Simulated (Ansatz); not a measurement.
Cl2H2SiTe, SMILES Cl[SiH](Cl)[TeH], vertical spin-state energies

Computed with Ansatz 0.2.0, Python API.

Input file `cl2h2site.xyz`:
```text
6

Cl    1.80920   -1.25600    1.35190
Si    0.31950   -0.47950    0.00570
Cl    1.23630    0.22070   -1.74080
Te   -0.84780    1.40150    1.07160
H    -0.61330   -1.55970   -0.36310
H    -1.86180    1.60880   -0.37140
```

Typed at the interpreter:
```pycon
>>> from dataclasses import dataclass
>>> import ansatz as az
>>> @dataclass(frozen=True)
... class RunConfig:
...     basis: str = "def2-TZVP"
...     xc: str = "hf"
...
>>> settings = RunConfig()
>>> molecule = az.Crystal.molecule_from_extxyz("cl2h2site.xyz")
>>> calculation = (
...     molecule.calculation()
...     .basis(gaussian=settings.basis)
...     .functional(settings.xc)
... )
>>> found = {}
>>> for unpaired in [0, 2, 4]:
...     report = calculation.spin("collinear", total=unpaired).run(threads=1).report
...     s = unpaired / 2
...     found[unpaired] = report["free_energy_ev"]
...     print(f"2S+1 = {unpaired + 1}: E = {found[unpaired]:.5f} eV, <S^2> = {abs(report['mean_field']['state']['spin_squared']):.3f} (pure state {s * (s + 1):.2f})")
...
2S+1 = 1: E = -40170.78539 eV, <S^2> = 0.000 (pure state 0.00)
2S+1 = 3: E = -40167.50347 eV, <S^2> = 2.036 (pure state 2.00)
2S+1 = 5: E = -40162.03017 eV, <S^2> = 6.027 (pure state 6.00)
>>> lowest = min(found, key=found.get)
>>> for unpaired, e in found.items():
...     print(f"multiplicity {unpaired + 1}: {(e - found[lowest]):.3f} eV above the lowest")
...
multiplicity 1: 0.000 eV above the lowest
multiplicity 3: 3.282 eV above the lowest
multiplicity 5: 8.755 eV above the lowest
```

In order: multiplicity 1 (+0.00 eV), multiplicity 3 (+3.28 eV) and multiplicity 5 (+8.76 eV), all at the one geometry.

Total energies depend on the basis set; only differences at equal settings carry meaning. The geometry is a force-field or estimated start, not a minimum of this method, and the basis set is short of its limit. All parts are taken at fixed geometry, without zero-point energy. def2 sets replace the cores of elements past krypton by effective core potentials. Hartree-Fock leaves correlation out, so it favours high-spin states too much. Spin-orbit coupling, which mixes and shifts the spin states of heavy atoms, is left out. The whole script took 2.3 min on 1 thread of Arm Neoverse V1, on a shared host, peak memory 0.97 GiB.
